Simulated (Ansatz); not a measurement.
**F3HSSi: one species, many methods**

One table from this session's results is given with a row withheld; the runs are named, their logs left out.

Method: functionals in def2-TZVPP, the program's frozen cores in correlated methods; program: Ansatz 0.2.0, Gaussian basis.

Levels to be run: LDA (SPW92), PBE-D4, revPBE-D4, BLYP-D4, r2SCAN-D4, B97M-V, PBE0-D4, B3LYP-D4, r2SCANh-D4, r2SCAN0-D4, HSE06-D4, BHLYP-D4, CAM-B3LYP-D4, LC-ωPBE, ωB97X-V, ωB97M-V, B2PLYP, PBE-QIDH; CCSD(T)/def2-SVP; CCSD(T)/def2-TZVPP; MP2/def2-QZVPP; extrapolation to the limit; RPA on PBE.

## The geometry

An earlier PBE0-D4 in a triple-zeta def2 set relaxation fixed the geometry.

6 atoms, charge 0, spin multiplicity 1.

Atoms are counted from 1 here; the program's logs count them from 0.

Bond lengths: F1–Si2 1.571 Å, Si2–F3 1.574 Å, Si2–F4 1.574 Å, Si2–S5 2.089 Å, S5–H6 1.346 Å. Angles: F1–Si2–F3 108.6°, F1–Si2–F4 108.6°, F1–Si2–S5 107.7°, F3–Si2–F4 106.1°, F3–Si2–S5 112.9°, F4–Si2–S5 112.9°, Si2–S5–H6 92.3°.

Set-up of the first run:

Contents of in.yaml:

```yaml
crystal:
  periodic: [false, false, false]
  atoms:
    - {symbol: F, position_ang: [0.466787, -0.998860, 1.589461]}
    - {symbol: Si, position_ang: [0.253672, -0.377387, 0.162116]}
    - {symbol: F, position_ang: [-0.333276, -1.487521, -0.786142]}
    - {symbol: F, position_ang: [1.659449, 0.004953, -0.432590]}
    - {symbol: S, position_ang: [-1.016809, 1.267925, 0.370525]}
    - {symbol: H, position_ang: [-0.987623, 1.526889, -0.949569]}
basis:
  gaussian: {orbitals: def2-TZVPP}
hamiltonian: {xc: lda}
output: {orbitals: {seedname: orbitals}}
```

Steps of the session up to this table: LDA; PBE-D4 (GGA); revPBE-D4 (GGA); BLYP-D4 (GGA); r2SCAN-D4 (meta-GGA); B97M-V (meta-GGA); PBE0-D4 (hybrid); B3LYP-D4 (hybrid); r2SCANh-D4 (hybrid); r2SCAN0-D4 (hybrid); HSE06-D4 (hybrid); BHLYP-D4 (hybrid); CAM-B3LYP-D4 (range-separated); LC-ωPBE-D4 (range-separated; the results give it without D4); ωB97X-V (range-separated); ωB97M-V (range-separated); B2PLYP (double hybrid); PBE-QIDH (double hybrid).

One table of the session follows, with a row left open; its other results are not shown here.

It belongs to the step «Frontier levels by functional». 

```
  functional  HOMO (eV)  gap (eV)
 LDA (SPW92)      -7.38      6.12
      PBE-D4      -7.22      6.13
   revPBE-D4      -7.16      6.15
     BLYP-D4      -7.05      6.02
   r2SCAN-D4      -7.54      6.80
      B97M-V      -7.62      6.75
     PBE0-D4      -8.55      8.42
    B3LYP-D4      -8.28      7.84
  r2SCANh-D4      -8.03      7.63
  r2SCAN0-D4      -8.76      8.86
    HSE06-D4      -8.15      7.63
    BHLYP-D4      -9.71     10.45
CAM-B3LYP-D4      -9.91     10.79
     LC-ωPBE          ?         ?
     ωB97X-V     -10.96     12.98
     ωB97M-V     -10.77     12.51
```

Estimate the missing values for LC-ωPBE.

As computed: HOMO (eV): -11.35; gap (eV): 13.56. In the column «HOMO (eV)» it is the lowest.
